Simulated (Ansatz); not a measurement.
**O (P2/c): scan of the energy under strain from a Python script**

A script is to give a scan of the energy under strain; the system is O (P2/c).

Computed with the Python package of Ansatz 0.2.0. Level of theory: DFT PBEsol, plane waves, PAW.

## 1. The structure

The structure is monoclinic, space group P2/c (No. 13). Conventional cell: a = 3.892 Å, b = 3.789 Å, c = 3.117 Å, α = 90.00°, β = 108.65°, γ = 90.00°. O (site symmetry 1) is surrounded by 1 O at 1.23 Å.

No structure file is read: the coordinates are typed or built in the script.

## 2. The script

The input, strain_o.py:

```python
"""A uniaxial strain scan of O."""

import warnings

import ansatz as az
import matplotlib.pyplot as plt
import numpy as np

VECTORS = np.array([
    [3.89225772, 0.0, 0.0],
    [0.0, 3.789457, 0.0],
    [-0.99665623, 0.0, 2.95341469],
])
SITES = [
    ("O", (0.332966, 0.694123, 0.681295)),
    ("O", (0.667034, 0.694123, 0.818705)),
    ("O", (0.667034, 0.305877, 0.318705)),
    ("O", (0.332966, 0.305877, 0.181295)),
]


def crystal_on(cell):
    crystal = az.Crystal(lattice=az.Lattice.of(cell))
    for symbol, position in SITES:
        crystal = crystal.atom(symbol, position)
    return crystal

warnings.simplefilter("ignore", az.DeckWarning)

# clamped ions: the fractional positions stay as typed
values = np.linspace(-0.03, 0.03, 7)
energies = []
for d in values:
    strain = np.diag([0, 0, d])
    cell = VECTORS @ (np.eye(3) + strain)
    calculation = (
        crystal_on(cell).calculation()
        .functional("pbesol")
        .occupations("gaussian", width=0.05)
        .basis(520)
        .kpoints(6, 6, 6)
        .stress()
    )
    rep = calculation.run(threads=1).report
    energies.append(rep["free_energy_ev"] / len(SITES))
    s = rep["stress_gpa"]
    print(f"d = {d:+.4f}  stress xx yy zz xy (GPa, compression positive): {s[0][0]:8.3f} {s[1][1]:8.3f} {s[2][2]:8.3f} {s[0][1]:8.3f}")
energies = np.array(energies)

for value, e in zip(values, energies):
    print(f"strain {value:7.3f}   E - Emin = {1000 * (e - energies.min()):9.3f} meV/atom")
plt.figure(figsize=(4.5, 3))
plt.plot(values, 1000 * (energies - energies.min()), "o-")
plt.xlabel("strain")
plt.ylabel("meV/atom")
plt.tight_layout()
plt.savefig("strain.png", dpi=100)
curvature = 2 * np.polyfit(values, energies, 3)[1]
volume = abs(np.linalg.det(VECTORS)) / len(SITES)
print(f"d2E/dd2 over the volume: {curvature / volume * 160.21766:.1f} GPa")
```

## 3. The input behind the calls

The engine receives this input (first run):

```yaml
crystal:
  lattice:
    - [3.89225772, 0.0, 0.0]
    - [0.0, 3.789457, 0.0]
    - [-0.99665623, 0.0, 2.8648122493]
  atoms:
    - { symbol: O, position: [0.332966, 0.694123, 0.681295] }
    - { symbol: O, position: [0.667034, 0.694123, 0.818705] }
    - { symbol: O, position: [0.667034, 0.305877, 0.318705] }
    - { symbol: O, position: [0.332966, 0.305877, 0.181295] }
basis:
  ecutwfc: 520.0
kpoints:
  mp_grid:
    grid: [6, 6, 6]
hamiltonian:
  xc: pbesol
scf:
  occupations:
    method: gaussian
    width: 0.05
output:
  stress: true
```

## 4. Launch

On the command line:

```bash
$ python strain_o.py
```

**Question.** How much energy does this uniaxial strain cost, and what curvature follows?

**Answer**, as computed:

```
                  quantity           value
curvature under the strain       115.9 GPa
             runs compared               7
           range of energy  14.34 meV/atom
      lowest point, strain          -0.030
```

What this shows: Against the unstrained cell the energy per atom changes by -3.63 meV at one end of the scan and +10.72 meV at the other, and its second derivative over the volume is 115.9 GPa. The minimum lies outside the range, as the cell stands under stress. Notes:
- The curvature belongs to this strain pattern and to the cell's stress; it equals a single elastic constant only for simple patterns.
- No spin polarisation was allowed.
- This isn't the structure that O takes at ambient conditions.
- The ions keep their fractional positions (clamped ions). Whether this is the phase that is stable at ambient conditions was not tested.
